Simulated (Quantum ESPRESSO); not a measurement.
HgS3: zone-centre phonons under several settings

```
Hg S
1.0
     5.16616    0.00000    0.00000
    -2.58308    4.47403    0.00000
     0.00000    0.00000    4.88469
Hg S
1 3
Direct
  0.00000 0.00000 0.50000
  0.66667 0.33333 0.74610
  0.66667 0.33333 0.25390
  0.33333 0.66667 0.50000
```

The cell was built by a generator and needn't be a form met in nature.

All runs used Quantum ESPRESSO 7.5; k mesh 4 × 4 × 4, shifted; given cell, atoms relaxed; no spin polarisation; occupations fermi-dirac, width 0.05 eV.

```tsv
level	potentials	cutoff (eV)	pressure (GPa)	lowest optical mode without the field (cm⁻¹)	highest optical mode without the field (cm⁻¹)
PBE	GBRV 1.5 PBE	612	-2.8	90i	662
PBE	JTH 2.0 PBE	707	?	?	?
PBE	SPMS 1.0 PBE	803	-2.9	91i	661
PBE	SG15 PBE 1.2	898	-2.8	90i	656
PBE	SSSP 1.3 efficiency PBE	816	-2.9	92i	661
PBE	PseudoDojo 0.4.1 SR PBE standard	898	-2.9	91i	661
PBE	PseudoDojo 0.4 SR PBE stringent	1225	-2.9	91i	661
```

Question: What stands in the row left open?

Answer: Pressure -2.9 GPa; lowest optical mode without the field 92i cm⁻¹; highest optical mode without the field 663 cm⁻¹.

Values marked i are imaginary: the cell is unstable against those modes at that level, or the meshes are too thin.

Caveats: the mesh is thin for the phonons of a metal; some modes are imaginary.

For the row left open. Caveat: the k mesh is coarse; the mesh is thin for the phonons of a metal; some modes are imaginary.

The runs don't all hold the same shells in valence.
